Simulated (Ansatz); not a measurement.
# NaLaMnMoO6 (P2_1) in Ansatz: convergence with k mesh

Aim: find how far k mesh must go before the results for NaLaMnMoO6 settle, at PBE. This setting moves, with any that are tied to it; all else stays.

Program: Ansatz 0.2.0. These are calculated values, not measurements. Logs are shortened: lines on timing, memory, paths and dates and some standing lists are left out, and cuts for length are marked.

## 1. The crystal as given

Symmetry: P2_1, No. 4, monoclinic system. The conventional cell has a = 5.557 Å, b = 5.598 Å, c = 8.025 Å, α = 90.00°, β = 90.44°, γ = 90.00°. Na (site symmetry 1) is surrounded by 4 O at 2.36 to 2.63 Å. La (site symmetry 1) has 8 O at 2.40 to 2.69 Å as nearest neighbours. Mn (site symmetry 1) has 6 O at 2.07 to 2.20 Å as nearest neighbours. Mo (site symmetry 1) is surrounded by 5 O at 1.83 to 2.03 Å. O (site symmetry 1) has 1 Mo at 1.83 Å and 1 Mn at 2.08 Å as nearest neighbours. O (site symmetry 1) has 1 Mo at 1.87 Å as nearest neighbours. O (site symmetry 1) is surrounded by 1 Mo at 1.91 Å and 1 Mn at 2.08 Å. O (site symmetry 1) has 1 Mo at 2.03 Å and 1 Mn at 2.07 Å as nearest neighbours.

The cell was built by a generator and needn't be a form met in nature.

## 2. With k mesh 2 × 2 × 1

Input file input.yaml:

```yaml
crystal:
  lattice:
    - [5.55735, 0.0, 0.0]
    - [0.0, 5.59794, 0.0]
    - [-0.06214, 0.0, 8.02462]
  atoms:
    - { symbol: Na, position: [0.75008, 0.51572, 0.49924] }
    - { symbol: Na, position: [0.24992, 0.01572, 0.50076] }
    - { symbol: La, position: [0.25715, 0.95896, 0.99937] }
    - { symbol: La, position: [0.74285, 0.45896, 0.00063] }
    - { symbol: Mn, position: [0.24767, 0.48762, 0.25607], spin: 4.0 }
    - { symbol: Mn, position: [0.75233, 0.98762, 0.74393], spin: 4.0 }
    - { symbol: Mo, position: [0.75559, 0.99666, 0.2709], spin: 1.0 }
    - { symbol: Mo, position: [0.24441, 0.49666, 0.7291], spin: 1.0 }
    - { symbol: O, position: [0.67335, 0.9783, 0.49061] }
    - { symbol: O, position: [0.03402, 0.81017, 0.27726] }
    - { symbol: O, position: [0.93353, 0.2891, 0.28026] }
    - { symbol: O, position: [0.47817, 0.20966, 0.19922] }
    - { symbol: O, position: [0.54435, 0.73563, 0.20079] }
    - { symbol: O, position: [0.82956, 0.01818, 0.00392] }
    - { symbol: O, position: [0.32665, 0.4783, 0.50939] }
    - { symbol: O, position: [0.96598, 0.31017, 0.72274] }
    - { symbol: O, position: [0.06647, 0.7891, 0.71974] }
    - { symbol: O, position: [0.52183, 0.70966, 0.80078] }
    - { symbol: O, position: [0.45565, 0.23563, 0.79921] }
    - { symbol: O, position: [0.17044, 0.51818, 0.99608] }
hamiltonian:
  xc: pbe
  pseudopotentials: { kind: paw }
magnetization:
  spin_polarized: true
kpoints:
  mp_grid: { grid: [2, 2, 1] }
scf:
  occupations: { method: fermi_dirac, width: 0.05 }
output:
  forces: true
  stress: true
  eigenvalues: true
```

Potentials or basis: Ansatz PAW.

Started as:

```console
ansatz run input.yaml --threads 8 --pin off --max-ram 20480MiB --backend cpu --events-out ev --progress --plain --runs-dir out
```

Run time: 5.5 s. Hardware: 8 threads of Arm Neoverse V1, shared host; peak memory 1.2 GiB.

What came out:

```
Free energy            : -40008.1183 eV
Pressure               : 0.0 GPa
Largest force          : 0.167 eV/Å
Band gap on the k mesh : 0.49 eV, indirect (least direct gap 0.57 eV)
Net moment             : 9.99 μB per cell
Absolute moment        : 10.08 μB per cell
Site moments           : Na +0.00; La +0.01; Mn +3.81; Mo +0.19; O +0.01, +0.04, +0.05 μB
```

## 3. With k mesh 2 × 2 × 2

input.yaml, as its differences from that of step 2:

```diff
@@ -32,3 +32,3 @@
 kpoints:
-  mp_grid: { grid: [2, 2, 1] }
+  mp_grid: { grid: [2, 2, 2] }
 scf:
```

Potentials or basis: Ansatz PAW.

Started as:

```console
ansatz run input.yaml --threads 8 --pin off --max-ram 20480MiB --backend cpu --events-out ev --progress --plain --runs-dir out
```

Run time: 9.2 s. Hardware: 8 threads of Arm Neoverse V1, shared host; peak memory 1.4 GiB.

What came out:

* Free energy: -40008.1225 eV
* Pressure: 0.0 GPa
* Largest force: 0.067 eV/Å
* Band gap on the k mesh: 0.15 eV, indirect (least direct gap 0.18 eV)
* Net moment: 9.91 μB per cell
* Absolute moment: 9.98 μB per cell
* Site moments: Na +0.00; La +0.01; Mn +3.78; Mo +0.19; O +0.02, +0.03, +0.04, +0.06 μB

## 4. With k mesh 3 × 3 × 2

input.yaml, as its differences from that of step 3:

```diff
@@ -32,3 +32,3 @@
 kpoints:
-  mp_grid: { grid: [2, 2, 2] }
+  mp_grid: { grid: [3, 3, 2] }
 scf:
```

Started as:

```console
ansatz run input.yaml --threads 8 --pin off --max-ram 20480MiB --backend cpu --events-out ev --progress --plain --runs-dir out
```

It took 18 s on 8 threads of Arm Neoverse V1, shared host; peak memory 1.4 GiB.

Results:

```yaml
Free_energy: -40008.1633 eV
Pressure: 0.0 GPa
Largest_force: 0.033 eV/Å
Band_gap_on_the_k_mesh: 0.12 eV, indirect (least direct gap 0.17 eV)
Net_moment: 9.94 μB per cell
Absolute_moment: 10.01 μB per cell
Site_moments: Na +0.00; La +0.01; Mn +3.79; Mo +0.19; O +0.02, +0.04, +0.03, +0.06 μB
```

## 5. With k mesh 4 × 4 × 3

input.yaml, as its differences from that of step 4:

```diff
@@ -32,3 +32,3 @@
 kpoints:
-  mp_grid: { grid: [3, 3, 2] }
+  mp_grid: { grid: [4, 4, 3] }
 scf:
```

Started as:

```console
ansatz run input.yaml --threads 8 --pin off --max-ram 20480MiB --backend cpu --events-out ev --progress --plain --runs-dir out
```

Wall time 45 s (8 threads of Arm Neoverse V1, shared host); peak memory 1.8 GiB.

What came out:

- Free energy: -40008.1601 eV
- Pressure: 0.0 GPa
- Largest force: 0.017 eV/Å
- Band gap on the k mesh: 0.22 eV, indirect (least direct gap 0.26 eV)
- Net moment: 9.98 μB per cell
- Absolute moment: 10.05 μB per cell
- Site moments: Na +0.00; La +0.01; Mn +3.79; Mo +0.19; O +0.02, +0.04, +0.03, +0.06 μB

## 6. With k mesh 5 × 5 × 3

input.yaml, as its differences from that of step 5:

```diff
@@ -32,3 +32,3 @@
 kpoints:
-  mp_grid: { grid: [4, 4, 3] }
+  mp_grid: { grid: [5, 5, 3] }
 scf:
```

Potentials or basis: Ansatz PAW.

Started as:

```console
ansatz run input.yaml --threads 8 --pin off --max-ram 20480MiB --backend cpu --events-out ev --progress --plain --runs-dir out
```

Run time: 55 s. Hardware: 8 threads of Arm Neoverse V1, shared host; peak memory 2 GiB.

The run converged. Its results:

```
Free energy            : -40008.1601 eV
Pressure               : 0.0 GPa
Largest force          : 0.015 eV/Å
Band gap on the k mesh : 0.22 eV, indirect (least direct gap 0.26 eV)
Net moment             : 9.98 μB per cell
Absolute moment        : 10.05 μB per cell
Site moments           : Na +0.00; La +0.01; Mn +3.79; Mo +0.19; O +0.02, +0.04, +0.03, +0.06 μB
```

## 7. With k mesh 6 × 6 × 4

input.yaml, as its differences from that of step 6:

```diff
@@ -32,3 +32,3 @@
 kpoints:
-  mp_grid: { grid: [5, 5, 3] }
+  mp_grid: { grid: [6, 6, 4] }
 scf:
```

Started as:

```console
ansatz run input.yaml --threads 8 --pin off --max-ram 20480MiB --backend cpu --events-out ev --progress --plain --runs-dir out
```

Wall time 2 min (8 threads of Arm Neoverse V1, shared host); peak memory 2.7 GiB.

Results (log left out):

* Free energy: -40008.1614 eV
* Pressure: 0.0 GPa
* Largest force: 0.018 eV/Å
* Band gap on the k mesh: 0.12 eV, indirect (least direct gap 0.16 eV)
* Net moment: 9.97 μB per cell
* Absolute moment: 10.04 μB per cell
* Site moments: Na +0.00; La +0.01; Mn +3.79; Mo +0.19; O +0.02, +0.04, +0.03, +0.06 μB

## 8. With k mesh 7 × 7 × 5

input.yaml, as its differences from that of step 7:

```diff
@@ -32,3 +32,3 @@
 kpoints:
-  mp_grid: { grid: [6, 6, 4] }
+  mp_grid: { grid: [7, 7, 5] }
 scf:
```

Started as:

```console
ansatz run input.yaml --threads 8 --pin off --max-ram 20480MiB --backend cpu --events-out ev --progress --plain --runs-dir out
```

Wall time 2.8 min (8 threads of Arm Neoverse V1, shared host); peak memory 3.2 GiB.

It converged, with:

```yaml
Free_energy: -40008.1611 eV
Pressure: 0.0 GPa
Largest_force: 0.017 eV/Å
Band_gap_on_the_k_mesh: 0.15 eV, indirect (least direct gap 0.20 eV)
Net_moment: 9.98 μB per cell
Absolute_moment: 10.05 μB per cell
Site_moments: Na +0.00; La +0.01; Mn +3.79; Mo +0.19; O +0.02, +0.04, +0.03, +0.06 μB
```

## 9. With k mesh 8 × 8 × 6

input.yaml, as its differences from that of step 8:

```diff
@@ -32,3 +32,3 @@
 kpoints:
-  mp_grid: { grid: [7, 7, 5] }
+  mp_grid: { grid: [8, 8, 6] }
 scf:
```

Potentials or basis: Ansatz PAW.

Started as:

```console
ansatz run input.yaml --threads 8 --pin off --max-ram 20480MiB --backend cpu --events-out ev --progress --plain --runs-dir out
```

The log of the run:

```text
Warning: RAYON_NUM_THREADS=8 ignored (pool sized by the plan → 8); use --threads N
Engine: ansatz 0.2.0, aarch64-unknown-linux-gnu
Pseudopotentials: kind: paw
Pseudopotential: Na, paw, valence charge 9, recommended cutoff 420 eV (normal), Na.paw.azcp
Pseudopotential: La, paw, valence charge 11, recommended cutoff 420 eV (normal), La.paw.azcp
Pseudopotential: Mn, paw, valence charge 15, recommended cutoff 420 eV (normal), Mn.paw.azcp
Pseudopotential: Mo, paw, valence charge 14, recommended cutoff 420 eV (normal), Mo.paw.azcp
Pseudopotential: O, paw, valence charge 6, recommended cutoff 420 eV (normal), O.paw.azcp
Functional definition: PBE
  parameter kappa = 0.804
  parameter beta = 0.06672455060314922
  exchange = pbe_x(kappa = kappa, mu = beta*pi^2/3)
  correlation = pbe_c(beta = beta)
Crystal: 20 atoms, lattice volume = 249.644 Å³
Basis set: ecut = 420 eV, 4887 PW (Γ), exchange–correlation on 80×80×108 points (8 copies of the dense FFT grid, shifted against one another)
Bands: 110, of which v1, the nominal top of the filled ones, is band 85 counted from 1 (84 counted from 0)
Symmetry: 2 space group operations
Space group: P21 (ITA 4), of the structure as read, at distance tolerance 6.3e-5 Å
Magnetic group: BNS 4.7 (UNI 14), of the structure as read, at distance tolerance 6.3e-5 Å
k-points: 130 of 384 (time reversal used)
Non-local potential: Na, projectors of the file, l = 0: 3, l = 1: 2, l = 2: 1
Non-local potential: La, projectors of the file, l = 0: 3, l = 1: 2, l = 2: 2, l = 3: 3
Non-local potential: Mn, projectors of the file, l = 0: 3, l = 1: 2, l = 2: 3, l = 3: 1
Non-local potential: Mo, projectors of the file, l = 0: 3, l = 1: 2, l = 2: 2, l = 3: 1
Non-local potential: O, projectors of the file, l = 0: 2, l = 1: 2, l = 2: 1
PAW form: soft (Blöchl's): semilocal exchange-correlation on the pseudo side does not see the compensation charge
[... 36 lines left out ...]
Free energy (F): -40008.161078 eV
Harris-Foulkes:  -40008.161078 eV  (|F-HF|=2.23e-8)
Internal energy: -40008.156110 eV  (E = F + TS)
E sigma→0 (E₀):  -40008.158594 eV
Entropy (-TS):   -0.004967 eV (-0.248 meV/atom)
Fermi energy:    11.150022 eV
--- Per-component energies (eV) ---
  E_band       = -1321.024803
  E_kinetic    = 4199.505116
  E_local      = -13801.635045  (includes V_loc(G=0)·N_el)
  E_nonlocal   = 1779.000724
  E_hartree    = 5151.253646
  E_xc         = -1833.147924
  E_vxc        = -2269.440519  (∫ρ·V_xc dr)
  E_paw        = -22265.784272  (= ΣΔE_a)
  E_vpaw       = -1530.986413  (= ΣTr[D̂ρ^β])
  E_aug_tail   = 0.029170  (compensation charges beyond the density's cutoff)
  E_ewald      = -13237.377524
  E_smearing   = -0.004967  (= −TS)
  E_closure    = -0.000000  (closes the sum)
  Σ components = -40008.161078   (vs F -40008.161078, Δ=0.00e0)
--- Forces (eV/Å), atoms counted from 1 ---
  atom   1  Na     0.00071972     0.00143838    -0.00024451
  atom   2  Na    -0.00071972     0.00143838     0.00024451
  atom   3  La     0.00423376     0.00136430    -0.00038131
  atom   4  La    -0.00423376     0.00136430     0.00038131
  atom   5  Mn     0.00161268     0.00544106    -0.00058703
  atom   6  Mn    -0.00161268     0.00544106     0.00058703
[... 12 lines left out ...]
  atom  19  O      0.00017297    -0.00599707     0.00081497
  atom  20  O     -0.00169610    -0.00169181     0.00386136
  max |Σ_I F_I| component: 3.33e-5 eV/Å
--- Stress (GPa, compression-positive) ---
       -0.009559       0.000000      -0.005591
        0.000000      -0.018496       0.000000
       -0.005591       0.000000      -0.015366
  P = ⅓ Tr σ = -0.0145 GPa (-0.145 kbar)
--- Band table (eV; the first three rows and the last of 260) ---
  k-point 0 ↑: bands = ["-70.4538", "-70.4537", "-52.6061", "-52.6061", "-40.8016", "-40.8009", "-39.2195", "-39.2195", "-39.1992", "-39.1992", "-39.1852", "-39.1851", "-26.7866", "-26.7860", "-26.7346", "-26.7346", "-26.7152", "-26.7150", "-20.8919", "-20.7747", "-12.7509", "-12.7450", "-12.7348", "-12.7280", "-12.7171", "-12.7122", "-8.6155", "-8.3830", "-8.0414", "-8.0078", "-7.8782", "-7.7967", "-7.7011", "-7.6226", "-7.2753", "-7.2259", "-7.1890", "-7.0745", "-4.6182", "-4.5866", "-4.4330", "-3.9954", "-3.9166", "-3.7681", "3.5628", "4.0918", "4.1475", "4.1678", "4.2387", "4.2459", "4.6363", "4.6776", "4.7499", "4.8440", "5.2870", "5.3439", "5.9546", "6.0077", "6.0404", "6.1045", "6.2321", "6.4951", "6.6314", "6.6964", "6.7072", "6.9890", "7.3356", "7.4110", "7.4781", "7.5728", "7.6888", "7.7582", "7.9172", "8.0060", "8.0529", "8.1755", "8.2236", "8.2585", "8.3661", "8.4512", "8.7879", "8.8398", "9.0029", "9.0294", "9.3865", "9.4373", "10.0090", "10.0220", "10.2050", "10.6528", "11.6394", "11.8855", "11.8890", "11.9388", "11.9783", "12.1496", "13.8915", "13.9288", "13.9637", "13.9847", "14.0343", "14.0601", "14.0775", "14.0957", "14.1767", "14.1941", "14.2306", "14.2327", "14.2717", "14.3949"]
  k-point 1 ↑: bands = ["-70.4537", "-70.4537", "-52.6061", "-52.6061", "-40.8016", "-40.8009", "-39.2195", "-39.2195", "-39.1992", "-39.1992", "-39.1852", "-39.1851", "-26.7866", "-26.7861", "-26.7347", "-26.7346", "-26.7152", "-26.7150", "-20.8919", "-20.7747", "-12.7509", "-12.7450", "-12.7347", "-12.7279", "-12.7171", "-12.7122", "-8.6429", "-8.3368", "-8.0330", "-8.0092", "-7.8750", "-7.8054", "-7.7134", "-7.6184", "-7.2786", "-7.2272", "-7.2030", "-7.0730", "-4.6186", "-4.5868", "-4.4327", "-3.9965", "-3.9176", "-3.7673", "3.6193", "4.1240", "4.1814", "4.1987", "4.2430", "4.2539", "4.6407", "4.6442", "4.7459", "4.8431", "5.2888", "5.3659", "5.9407", "5.9605", "6.0317", "6.0587", "6.2318", "6.5162", "6.6281", "6.6851", "6.7368", "6.8329", "7.3450", "7.3869", "7.4931", "7.5159", "7.6914", "7.7216", "7.8932", "7.9310", "8.0935", "8.1280", "8.2348", "8.2612", "8.3330", "8.4494", "8.8136", "8.9112", "9.0285", "9.0524", "9.3896", "9.4518", "10.0045", "10.0565", "10.3096", "10.7552", "11.6469", "11.8635", "11.8758", "11.9261", "11.9786", "12.1322", "13.8912", "13.9267", "13.9636", "14.0154", "14.0354", "14.0602", "14.0832", "14.0955", "14.1770", "14.1943", "14.2309", "14.2325", "14.2725", "14.3957"]
  k-point 2 ↑: bands = ["-70.4537", "-70.4537", "-52.6061", "-52.6061", "-40.8016", "-40.8009", "-39.2195", "-39.2195", "-39.1992", "-39.1992", "-39.1852", "-39.1851", "-26.7865", "-26.7862", "-26.7347", "-26.7346", "-26.7152", "-26.7151", "-20.8919", "-20.7747", "-12.7509", "-12.7450", "-12.7344", "-12.7279", "-12.7171", "-12.7122", "-8.6826", "-8.2529", "-8.0150", "-8.0115", "-7.8744", "-7.8245", "-7.7359", "-7.6126", "-7.2843", "-7.2340", "-7.2270", "-7.0708", "-4.6195", "-4.5870", "-4.4322", "-3.9987", "-3.9195", "-3.7657", "3.7580", "4.0766", "4.1965", "4.2401", "4.2820", "4.4530", "4.5943", "4.6505", "4.7448", "4.8296", "5.3193", "5.3881", "5.7553", "5.9035", "5.9903", "6.0576", "6.2037", "6.3496", "6.6466", "6.7090", "6.7265", "6.7925", "7.2918", "7.3779", "7.3965", "7.5325", "7.6713", "7.6940", "7.7943", "7.8721", "8.0540", "8.1162", "8.2215", "8.2577", "8.3576", "8.4433", "8.8511", "8.9918", "9.1027", "9.1508", "9.3780", "9.4495", "9.9939", "10.0587", "10.5423", "10.9589", "11.6759", "11.8128", "11.8480", "11.9083", "11.9726", "12.0980", "13.8904", "13.9253", "13.9638", "14.0361", "14.0419", "14.0703", "14.0951", "14.0969", "14.1777", "14.1945", "14.2313", "14.2322", "14.2728", "14.3993"]
  k-point 129 ↓: bands = ["-65.7932", "-65.7932", "-52.3486", "-52.3486", "-40.8012", "-40.8012", "-34.6671", "-34.6671", "-34.6427", "-34.6427", "-34.6109", "-34.6109", "-26.5083", "-26.5083", "-26.4618", "-26.4618", "-26.4282", "-26.4282", "-20.8228", "-20.8228", "-12.7545", "-12.7545", "-12.7292", "-12.7292", "-12.7146", "-12.7146", "-8.4978", "-8.4978", "-7.9999", "-7.9999", "-7.7825", "-7.7825", "-7.5533", "-7.5533", "-7.3334", "-7.3334", "-6.9902", "-6.9902", "-4.4386", "-4.4386", "-4.1118", "-4.1118", "-3.5399", "-3.5399", "3.8784", "3.8784", "4.4484", "4.4484", "4.6503", "4.6503", "5.0170", "5.0170", "5.2735", "5.2735", "5.3569", "5.3569", "6.1145", "6.1145", "6.3069", "6.3069", "6.6573", "6.6573", "6.8000", "6.8000", "6.9433", "6.9433", "7.2210", "7.2210", "7.4514", "7.4514", "7.6737", "7.6737", "7.7873", "7.7873", "8.0674", "8.0674", "8.2747", "8.2747", "8.5532", "8.5532", "11.6410", "11.6410", "11.9562", "11.9562", "12.0886", "12.0886", "12.9311", "12.9311", "13.0128", "13.0128", "13.1648", "13.1648", "13.8585", "13.8585", "13.9449", "13.9449", "14.0039", "14.0039", "14.0834", "14.0834", "14.0994", "14.0994", "14.1402", "14.1402", "14.1928", "14.1928", "14.2767", "14.2767", "14.3053", "14.3053"]
```

Run time: 4.9 min. Hardware: 8 threads of Arm Neoverse V1, shared host; peak memory 4.8 GiB.

Results:

| Item | Value |
| --- | --- |
| Free energy | -40008.1611 eV |
| Pressure | 0.0 GPa |
| Largest force | 0.017 eV/Å |
| Band gap on the k mesh | 0.12 eV, indirect (least direct gap 0.16 eV) |
| Net moment | 9.98 μB per cell |
| Absolute moment | 10.05 μB per cell |
| Site moments | Na +0.00; La +0.01; Mn +3.79; Mo +0.19; O +0.02, +0.04, +0.03, +0.06 μB |

## 10. The series at a glance

```tsv
k mesh	energy less the tightest run, at zero smearing (meV/atom)	pressure (GPa)	largest force (eV/Å)	absolute moment (μB)	gap on the mesh (eV)	SCF cycles	CPU time (s)	peak memory (GiB)
2 × 2 × 1	2.07	0.01	0.167	10.08	0.490	16	37	1.2
2 × 2 × 2	2.15	-0.05	0.067	9.98	0.150	16	67	1.4
3 × 3 × 2	0.01	-0.05	0.033	10.01	0.124	16	130	1.4
4 × 4 × 3	0.05	-0.01	0.017	10.05	0.215	16	340	1.8
5 × 5 × 3	0.04	-0.01	0.015	10.05	0.216	16	420	2
6 × 6 × 4	-0.01	-0.02	0.018	10.04	0.119	16	920	2.7
7 × 7 × 5	0.00	-0.01	0.017	10.05	0.155	16	1300	3.2
8 × 8 × 6	0.00	-0.01	0.017	10.05	0.116	16	2300	4.8
```

Against the tightest run, the energy stays within 1 meV/atom from 3 × 3 × 2 on; the pressure stays within 0.1 GPa from 2 × 2 × 1 on; the largest force stays within 0.005 eV/Å from 4 × 4 × 3 on; the absolute moment stays within 0.02 μB from 4 × 4 × 3 on. Not settled before the last step: the gap on the mesh (to 0.01 eV). Meshes of other sizes hit other points, so gaps and Fermi surfaces needn't settle smoothly. The tightest run that finished is the yardstick and may itself not be fully converged.

Caveats: the magnetic or orbital state may not be the lowest; spin-orbit coupling is left out, which moves the levels of the heavy elements; only a ferromagnetic start was run, and an antiferromagnetic order may lie lower in energy.
